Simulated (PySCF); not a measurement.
**PdNI: structure of the singlet**

The task is one start of a wider search on PdNI: the singlet, from a bent start. It is relaxed, tested by its Hessian and followed downhill if it is a saddle.

The runs use PySCF 2.14.0; PBE0, basis Pd def2-SVP with ECP28, N def2-SVP, I def2-SVP with ECP28, scalar-relativistic core potentials, no spin–orbit coupling, density fitting.

## (1) Starting geometry

3 atoms, charge 0, spin multiplicity 1.

Bond lengths: Pd1–N2 1.770 Å, Pd1–I3 2.530 Å. Angles: N2–Pd1–I3 110.0°.

Z-matrix (Å, degrees; charge 0 multiplicity 1):
```
Pd
N  1 1.7700
I  1 2.5300 2 110.00
```

## (2) The SCF at the typed geometry

The steps below are one call of a driver around PySCF. For each, scf.py gives the equivalent set-up of the SCF; relaxations use the driver's own optimiser. After this first run the driver tries any further starts and a stability analysis.

scf.py

```python
from pyscf import gto, scf, dft
mol = gto.M(atom='''
Pd     0.000000     0.000000     0.000000
N     -1.449900     0.000000     1.015200
I      2.072500     0.000000     1.451100''',
    basis={'Pd': 'def2-SVP', 'N': 'def2-SVP', 'I': 'def2-SVP'},
    ecp={'Pd': 'def2-SVP', 'I': 'def2-SVP'},
    charge=0, spin=0)
mf = dft.RKS(mol, xc='PBE0')
mf.grids.atom_grid = (50, 194)
aux = {'Pd': 'def2-universal-JKFIT', 'N': 'def2-universal-JKFIT', 'I': 'def2-universal-JKFIT'}
mf = mf.density_fit(auxbasis=aux)
mf.conv_tol = 1e-08
mf.diis_space = 10
mf.max_cycle = 60
mf.init_guess = 'huckel'
mf.verbose = 4
mf.kernel()
```

Started as:

```console
$ OMP_NUM_THREADS=2 python axn.py task.json out
```

Output, shortened:

```text
[... the frontier levels of the middle cycles are left out ...]
init E= -479.755604337633
  HOMO = -0.225799712014316  LUMO = -0.196633860574852  gap/eV = 0.79364
cycle= 1 E= -476.014319095385  delta_E= 3.74  |g|= 2.94  |ddm|= 3.86
  HOMO = -0.105459483207599  LUMO = -0.102980071041419  gap/eV = 0.06747
cycle= 2 E= -422.321290205512  delta_E= 53.7  |g|=  7.7  |ddm|= 18.5
  HOMO = -0.108780117820746  LUMO = -0.0253641137942182  gap/eV = 2.26987
cycle= 3 E= -475.797799069358  delta_E= -53.5  |g|= 2.86  |ddm|= 17.7
cycle= 4 E= -476.204672520293  delta_E= -0.407  |g|= 3.68  |ddm|= 5.19
cycle= 5 E= -478.235453566677  delta_E= -2.03  |g|= 2.17  |ddm|= 3.17
cycle= 6 E= -478.674952023513  delta_E= -0.439  |g|= 1.95  |ddm|= 0.499
cycle= 7 E= -479.458281238276  delta_E= -0.783  |g|= 1.46  |ddm|= 1.08
cycle= 8 E= -479.500098735388  delta_E= -0.0418  |g|= 1.39  |ddm|= 0.551
cycle= 9 E= -479.616030093873  delta_E= -0.116  |g|= 1.25  |ddm|= 0.448
cycle= 10 E= -479.385541932793  delta_E= 0.23  |g|= 1.51  |ddm|= 0.344
cycle= 11 E= -479.559173401662  delta_E= -0.174  |g|= 1.28  |ddm|= 0.479
cycle= 12 E= -479.987577844517  delta_E= -0.428  |g|= 0.596  |ddm|= 0.903
cycle= 13 E= -480.089256626375  delta_E= -0.102  |g|= 0.132  |ddm|= 0.746
cycle= 14 E= -480.094461287406  delta_E= -0.0052  |g|= 0.0537  |ddm|= 0.196
cycle= 15 E= -480.09519180088  delta_E= -0.000731  |g|= 0.0165  |ddm|= 0.0462
cycle= 16 E= -480.095405390752  delta_E= -0.000214  |g|= 0.0055  |ddm|= 0.0511
cycle= 17 E= -480.095461966657  delta_E= -5.66e-05  |g|= 0.00231  |ddm|= 0.0354
cycle= 18 E= -480.095474983242  delta_E= -1.3e-05  |g|= 0.000963  |ddm|= 0.0172
cycle= 19 E= -480.095479052626  delta_E= -4.07e-06  |g|= 0.000422  |ddm|= 0.0129
cycle= 20 E= -480.095479670795  delta_E= -6.18e-07  |g|= 0.000167  |ddm|= 0.00553
cycle= 21 E= -480.095479712936  delta_E= -4.21e-08  |g|= 6.31e-05  |ddm|= 0.00109
cycle= 22 E= -480.095479719972  delta_E= -7.04e-09  |g|= 2.1e-05  |ddm|= 0.000626
  HOMO = -0.261130596832183  LUMO = -0.178816774139229  gap/eV = 2.23987
Extra cycle  E= -480.095479719742  delta_E= 2.3e-10  |g|= 5.01e-05  |ddm|= 7.69e-05
converged SCF energy = -480.095479719742
```

This step, with its further starts and checks, needed 12 s of wall time on 2 threads of Intel Xeon Platinum 8488C (Sapphire Rapids), shared host.

Energies from each starting density:

| start | energy (Eh) |
| --- | --- |
| the minimal-basis guess | -480.095480 |
| a thermally smeared density | -480.095480 |
| a smeared PBE density | -480.095480 |

No lower closed-shell solution turned up from the other starts or in the test of internal stability.

## (3) Relaxing the singlet from the bent start

The program finds Cs symmetry in the start, which this walk keeps.

scf.py, as its differences from that of step 2:

```diff
@@ -3,3 +3,3 @@
-Pd     0.000000     0.000000     0.000000
-N     -1.449900     0.000000     1.015200
-I      2.072500     0.000000     1.451100''',
+Pd    -0.983370     0.000000    -0.803720
+N     -2.433270     0.000000     0.211480
+I      1.089130     0.000000     0.647380''',
@@ -16 +15,0 @@
-mf.init_guess = 'huckel'
```

Steps of the walk:

| step | energy (Eh) | change (kJ/mol) | largest symmetric gradient (Eh/bohr) |
| --- | --- | --- | --- |
| 0 | -480.095480 | 0.00 | 0.03603 |
| 1 | -480.099549 | -10.68 | 0.00713 |
| 2 | -480.099879 | -11.55 | 0.00391 |
| 3 | -480.100401 | -12.92 | 0.00302 |
| 4 | -480.100673 | -13.64 | 0.00561 |
| 5 | -480.100714 | -13.74 | 0.00138 |
| 6 | -480.100716 | -13.75 | 0.00023 |

The walk took 20 s.

It settles in Cs symmetry, 13.7 kJ/mol below the start, after 6 steps: Pd–I 2.501 Å, Pd–N 1.685 Å; I–Pd–N 127.0°.

## (4) Hessian and properties

On the finer grid the gradient is checked again; gradients at displacements of ±0.02 bohr then give force constants and infrared intensities.

scf.py, as its differences from that of step 3:

```diff
@@ -3,3 +3,3 @@
-Pd    -0.983370     0.000000    -0.803720
-N     -2.433270     0.000000     0.211480
-I      1.089130     0.000000     0.647380''',
+Pd    -1.041664     0.000000    -0.655010
+N     -2.577758     0.000000     0.035333
+I      1.155226     0.000000     0.543740''',
@@ -10 +10 @@
-mf.grids.atom_grid = (50, 194)
+mf.grids.atom_grid = (75, 302)
@@ -13 +13 @@
-mf.conv_tol = 1e-08
+mf.conv_tol = 1e-10
```

This SCF starts from the last density.

SCF at the final geometry:

```text
init E= -480.100613993098
  HOMO = -0.261590068415749  LUMO = -0.177697087892422  gap/eV = 2.28284
cycle= 1 E= -480.100613993099  delta_E= -7.96e-13  |g|= 3.03e-06  |ddm|= 9.02e-06
  HOMO = -0.26159034762601  LUMO = -0.177697551913948  gap/eV = 2.28284
Extra cycle  E= -480.100613993067  delta_E= 3.21e-11  |g|= 1.28e-05  |ddm|= 1.19e-05
converged SCF energy = -480.100613993067
```

The whole step took 60 s.

Geometry: Cs; Pd–I 2.503 Å, Pd–N 1.684 Å; I–Pd–N 127.2°.

Modes, for the most abundant isotopes:

```json
{"symmetry": "a'", "ω (cm⁻¹)": "93", "IR (km/mol)": "6.6", "μ (u)": "17.35", "type": "bend"}
{"symmetry": "a'", "ω (cm⁻¹)": "233", "IR (km/mol)": "11.9", "μ (u)": "99.72", "type": "stretch"}
{"symmetry": "a'", "ω (cm⁻¹)": "922", "IR (km/mol)": "15.0", "μ (u)": "15.57", "type": "stretch"}
```

No imaginary mode, so this is a minimum.

Properties at this point:

```yaml
Dipole_moment: 1.11 D
Highest_occupied_level: -7.12 eV
Lowest_empty_level: -4.84 eV
Rotational_constants: 0.8642, 0.03824, 0.03662 cm⁻¹
Zero-point_energy: 7.5 kJ/mol
Principal_polarisabilities: 42.9, 51.6, 109.8 bohr³
Atomisation_energy_without_zero-point_energy: 294 kJ/mol
Principal_traceless_quadrupole_moments_about_the_centre_of_mass: -3.34, 1.08, 2.26 D Å
Entropy_at_298.15_K_and_1_bar: 312.6 J/(mol K)
Heat_capacity_Cp_at_298.15_K: 50.9 J/(mol K)
Enthalpy_at_298.15_K_above_0_K: 13.35 kJ/mol
Rotational_symmetry_number: 1
```

Charges (e) and bond orders:

| atom | Mulliken | Löwdin | polar tensor | Mayer order to Pd1 |
| --- | --- | --- | --- | --- |
| Pd1 | 0.26 | -0.30 | 0.59 | – |
| N2 | -0.15 | 0.11 | -0.26 | 2.11 |
| I3 | -0.11 | 0.19 | -0.33 | 1.12 |

Outer orbital energies (eV). occupied: -12.21, -12.07, -10.65, -10.49, -8.97, -8.10, -7.92, -7.12; empty: -4.84, -4.14, -1.05, 0.47.

Mulliken populations on Pd1 (outside its core potential): s 2.68, p 6.36, d 8.69, f 0.01.

## (5) A spin-polarised start

A stability analysis found the closed shell of the lowest minimum unstable towards spin polarisation, so the unrestricted solution is followed.

The program finds Cs symmetry in the start, which may break. Threshold on the gradient: 0.0003 Eh/bohr, with a further test on the energy change.

scf.py, as its differences from that of step 4:

```diff
@@ -3,3 +3,3 @@
-Pd    -1.041664     0.000000    -0.655010
-N     -2.577758     0.000000     0.035333
-I      1.155226     0.000000     0.543740''',
+Pd    -1.042437     0.000000    -0.655537
+N     -2.578532     0.000000     0.034806
+I      1.154452     0.000000     0.543213''',
@@ -9,2 +9,2 @@
-mf = dft.RKS(mol, xc='PBE0')
-mf.grids.atom_grid = (75, 302)
+mf = dft.UKS(mol, xc='PBE0')
+mf.grids.atom_grid = (50, 194)
@@ -13 +13 @@
-mf.conv_tol = 1e-10
+mf.conv_tol = 1e-08
```

Energy and gradient, step by step:

| step | energy (Eh) | change (kJ/mol) | largest gradient (Eh/bohr) |
| --- | --- | --- | --- |
| 0 | -480.124672 | 0.00 | 0.01601 |
| 1 | -480.125813 | -3.00 | 0.00635 |
| 2 | -480.126454 | -4.68 | 0.00700 |
| 3 | -480.126897 | -5.84 | 0.00982 |
| 4 | -480.127205 | -6.65 | 0.00728 |
| 5 | -480.127424 | -7.23 | 0.00025 |
| 6 | -480.127427 | -7.24 | 0.00011 |
| 7 | -480.127427 | -7.24 | 0.00001 |

The walk took 30 s.

Positions (Å) and forces (eV/Å) along the way:

```
step 0
Pd  -1.042   0.000  -0.656   0.570   0.000  -0.826
N   -2.579   0.000   0.035  -0.784   0.000   0.536
I    1.154   0.000   0.543   0.214   0.000   0.290
step 1
Pd  -1.039   0.000  -0.689  -0.008   0.000  -0.328
N   -2.580   0.000   0.055   0.008   0.000   0.175
I    1.153   0.000   0.556   0.000   0.000   0.153
step 4
Pd  -1.043   0.000  -0.821  -0.199   0.000   0.253
N   -2.491   0.000   0.143   0.374   0.000  -0.182
I    1.067   0.000   0.600  -0.176   0.000  -0.071
step 7
Pd  -1.045   0.000  -0.841  -0.002   0.000   0.000
N   -2.453   0.000   0.159   0.000   0.000   0.002
I    1.031   0.000   0.604   0.001   0.000  -0.002
```

It settles in Cs symmetry, 7.2 kJ/mol below the start, after 7 steps: Pd–I 2.529 Å, Pd–N 1.728 Å; I–Pd–N 109.8°.

## (6) Is it a minimum? Harmonic modes

The point was taken to the finer grid, but the Hessian ran out of time, so its nature is unknown.

## (7) Outcome

| quantity | value |
| --- | --- |
| minimum | singlet, Cs (closed shell, unstable towards spin polarisation) |
| geometry | Pd–I 2.503 Å, Pd–N 1.684 Å; I–Pd–N 127.2° |
| wavenumbers (cm⁻¹) | 93 (a'), 233 (a'), 922 (a') |
| dipole moment | 1.11 D |
| highest occupied, lowest empty level | -7.12, -4.84 eV |
| polar-tensor charge of Pd1 | +0.59 e |
| zero-point energy | 7.5 kJ/mol |

In words: The bent start keeps its Cs symmetry and ends in a minimum. The strongest infrared band lies at 922 cm⁻¹ (a', stretch). Other starts or spin states, not run here, may lie lower. Spin polarisation would lower this closed shell, so its numbers describe a constrained state. Spin–orbit coupling is left out.

The search up to here needed 3.5 min of wall time on 2 threads of Intel Xeon Platinum 8488C (Sapphire Rapids), shared host.
